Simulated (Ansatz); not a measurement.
The system is Mn2Al2Cu.

```
Cu Mn Al
1.0
    -1.36859    1.36859    8.51894
     1.36859   -1.36859    8.51894
     1.36859    1.36859   -8.51894
Cu Mn Al
1 2 2
Direct
  0.99079 0.99079 0.00000
  0.38791 0.38791 0.00000
  0.81335 0.81335 0.00000
  0.21755 0.21755 0.00000
  0.59040 0.59040 0.00000
```

The cell comes from a database or a generator and needn't be the stable form of this composition.

Base run:

```yaml
Program: Ansatz 0.2.0
Functional: PBEsol
Potentials_or_basis: Ansatz PAW
Cutoff: "420 eV (not typed: the program's choice for these potentials)"
k_mesh: 13 × 13 × 13
Occupations: fermi-dirac, width 0.05 eV
Spin: no spin polarisation
```

Its results: band gap on the k mesh none (metal or under the smearing width); pressure -4.3 GPa; largest force 0.454 eV/Å.

Task: The run is repeated on the same cell with these changes: spin from no spin polarisation to collinear spin, antiferromagnetic start. What comes out?

Result: Band gap on the k mesh none (metal or under the smearing width); pressure -2.6 GPa; net moment -0.79 μB per cell; site moments Cu -0.02; Mn -1.17, +0.50; Al -0.02, -0.01 μB; largest force 0.329 eV/Å.

Caveats: the PAW data sets come from PBE, with cores solved anew for the run's functional, which leaves a small shift of forces and pressure.
